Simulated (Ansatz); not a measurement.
# LaYN2: the cost of one run

Method: DFT PBE, scalar-relativistic, plane waves, PAW, in Ansatz 0.2.0.

### Step 1. The system as given

Symmetry: P6mm, No. 183, hexagonal system. Conventional cell: a = 4.157 Å, b = 4.157 Å, c = 5.648 Å, α = 90.00°, β = 90.00°, γ = 120.00°. La (site symmetry 6mm) has 6 N at 2.51 Å and 1 Y at 2.51 Å as nearest neighbours. Around Y (site symmetry 6mm) lie 1 La at 2.51 Å. N (site symmetry 3m) has 3 N at 2.40 Å and 3 La at 2.51 Å as nearest neighbours.

Coordinates:

```
CELL_PARAMETERS angstrom
4.15729 0.00000 0.00000
-2.07865 3.60032 0.00000
0.00000 0.00000 5.64838
ATOMIC_POSITIONS crystal
La 0.00000 0.00000 0.76498
Y 0.00000 0.00000 0.20878
N 0.33333 0.66667 0.89293
N 0.66667 0.33333 0.89293
```

Recipe of the guess: random cell by space group and Wyckoff sites (P6mm, No. 183). The dimensions are guesses.

### Step 2. A first look at the guess

Input file input.yaml:

```yaml
crystal:
  lattice:
    - [4.15729224, 0.0, 0.0]
    - [-2.07864612, 3.60032069, 0.0]
    - [0.0, 0.0, 5.64837615]
  atoms:
    - { symbol: La, position: [0.0, 0.0, 0.76498022] }
    - { symbol: "Y", position: [0.0, 0.0, 0.20878418] }
    - { symbol: "N", position: [0.33333333, 0.66666667, 0.89292595] }
    - { symbol: "N", position: [0.66666667, 0.33333333, 0.89292595] }
basis:
  ecutwfc: 420
kpoints:
  mp_grid: { grid: [6, 6, 4] }
hamiltonian:
  xc: pbe
scf:
  occupations: { method: gaussian, width: 0.1 }
  lower_state_search: "off"
output:
  forces: true
  stress: true
  eigenvalues: true
```

Started as:

```
$ ansatz run input.yaml --threads 1 --pin off --max-ram 2560MiB --backend cpu --events-out ev --progress --plain --runs-dir out
```

What time and memory should one allow on 1 thread of AMD EPYC 9R45 (Zen 5), shared host?

About 1.4 s, with a peak of 0.37 GiB.
